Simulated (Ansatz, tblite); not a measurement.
# SnCl3(OSiMe3) (C₃H₉Cl₃OSiSn): rung by rung

One table from this session's results is given with a row withheld; the runs are named, their logs left out.

Computed with Ansatz 0.2.0, Gaussian basis. Level: as each input shows.

Plan: GFN1-xTB, GFN2-xTB, PBE-D4/def2-TZVP, r2SCAN-D4/def2-TZVP, HF/def2-TZVP, revPBE-D4/def2-TZVP, PBE-D4/def2-SVP, PBE0-D4/def2-SVP, MP2/def2-SVP.

3 further runs of the same task are left out: 3 set aside as unsound or not needed. Runs told in other sessions of the task aren't counted.

**The structure**

The geometry is that of the singlet, from an earlier relaxation (r2SCAN-D4/def2-SVP).

18 atoms, charge 0, spin multiplicity 1.

Bond lengths: Sn1–Cl2 2.328 Å, Sn1–Cl3 2.327 Å, Sn1–Cl4 2.342 Å, Sn1–O5 1.940 Å, O5–Si6 1.701 Å, Si6–C7 1.873 Å, Si6–C8 1.867 Å, Si6–C9 1.872 Å, C7–H10 1.103 Å, C7–H11 1.103 Å, C7–H12 1.102 Å, C8–H13 1.102 Å, C8–H14 1.103 Å, C8–H15 1.102 Å, C9–H16 1.103 Å, C9–H17 1.102 Å, C9–H18 1.103 Å. Angles: Cl2–Sn1–Cl3 109.2°, Cl2–Sn1–Cl4 108.9°, Cl2–Sn1–O5 109.5°, Cl3–Sn1–Cl4 109.0°, Cl3–Sn1–O5 109.1°, Cl4–Sn1–O5 111.0°, Sn1–O5–Si6 132.3°, O5–Si6–C7 108.8°, O5–Si6–C8 104.5°, O5–Si6–C9 108.6°, C7–Si6–C8 111.9°, C7–Si6–C9 110.9°, C8–Si6–C9 111.9°, Si6–C7–H10 111.2°, Si6–C7–H11 111.3°, Si6–C7–H12 111.2°, H10–C7–H11 107.3°, H10–C7–H12 107.6° and more.

Sn takes a core potential in the def2 sets. No spin-orbit coupling is included.

PBE0-D4/def2-TZVP was run before; its log isn't repeated, and its numbers join the tables.

Set-up of the first run:

Tight binding, by tblite at 300 K electronic temperature and without a spin-polarisation term:

```python
tblite.interface.Calculator('GFN1-xTB', numbers, positions, charge=0, uhf=0).singlepoint()
```

Tight binding, by tblite at 300 K electronic temperature and without a spin-polarisation term:

```python
tblite.interface.Calculator('GFN2-xTB', numbers, positions, charge=0, uhf=0).singlepoint()
```

start.molden holds the orbitals of an earlier run on this state, given as this run's starting guess.

in.yaml

```yaml
crystal:
  periodic: [false, false, false]
  atoms:
    - {symbol: Sn, position_ang: [2.192881, 0.957387, 1.422078]}
    - {symbol: Cl, position_ang: [2.150367, 0.647805, 3.729407]}
    - {symbol: Cl, position_ang: [4.390597, 0.820195, 0.670839]}
    - {symbol: Cl, position_ang: [1.347804, 3.084508, 0.926916]}
    - {symbol: O, position_ang: [1.139990, -0.426456, 0.562496]}
    - {symbol: Si, position_ang: [-0.343488, -0.386155, -0.269079]}
    - {symbol: C, position_ang: [-1.625988, 0.433035, 0.823008]}
    - {symbol: C, position_ang: [-0.748632, -2.180311, -0.591679]}
    - {symbol: C, position_ang: [-0.111408, 0.572613, -1.859852]}
    - {symbol: H, position_ang: [-2.619592, 0.427912, 0.344134]}
    - {symbol: H, position_ang: [-1.365278, 1.485080, 1.026260]}
    - {symbol: H, position_ang: [-1.718969, -0.088413, 1.789850]}
    - {symbol: H, position_ang: [-0.846870, -2.738685, 0.352753]}
    - {symbol: H, position_ang: [-1.696437, -2.279309, -1.146563]}
    - {symbol: H, position_ang: [0.044943, -2.660531, -1.186000]}
    - {symbol: H, position_ang: [0.165772, 1.620039, -1.655663]}
    - {symbol: H, position_ang: [0.682090, 0.125523, -2.480675]}
    - {symbol: H, position_ang: [-1.037792, 0.585766, -2.458240]}
basis:
  gaussian: {orbitals: def2-TZVP, initial_orbitals: start.molden}
hamiltonian: {xc: pbe, dispersion: d4}
scf: {omitted_lower_state_checks: [starts]}
output: {orbitals: {seedname: orbitals}}
```

Launch:

```sh
> ansatz run in.yaml --threads 4 --pin off --events-out ev --progress --plain --max-ram 6963MiB
```

Steps of the session up to this table: PBE-D4/def2-TZVP; r2SCAN-D4/def2-TZVP; HF/def2-TZVP; revPBE-D4/def2-TZVP; PBE-D4/def2-SVP; PBE0-D4/def2-SVP; MP2/def2-SVP.

One table of the session follows, with a row left open; its other results are not shown here.

It belongs to the step «Binding energy». 

```
              level  binding an atom (eV)
        HF/def2-SVP                 2.813
       HF/def2-TZVP                 2.815
    PBE-D4/def2-SVP                 3.847
   PBE-D4/def2-TZVP                 3.849
revPBE-D4/def2-TZVP                 3.760
r2SCAN-D4/def2-TZVP                 3.814
   PBE0-D4/def2-SVP                     ?
  PBE0-D4/def2-TZVP                 3.798
       MP2/def2-SVP                 3.624
```

Estimate the missing values for PBE0-D4/def2-SVP.

**Answer.** binding an atom (eV): 3.792. In the column «binding an atom (eV)» it lies between revPBE-D4/def2-TZVP (3.760) and PBE0-D4/def2-TZVP (3.798).

To keep in mind: Free atoms were run apart at each level; binding is atoms less cluster, divided by the number of atoms, without zero-point or spin-orbit terms.
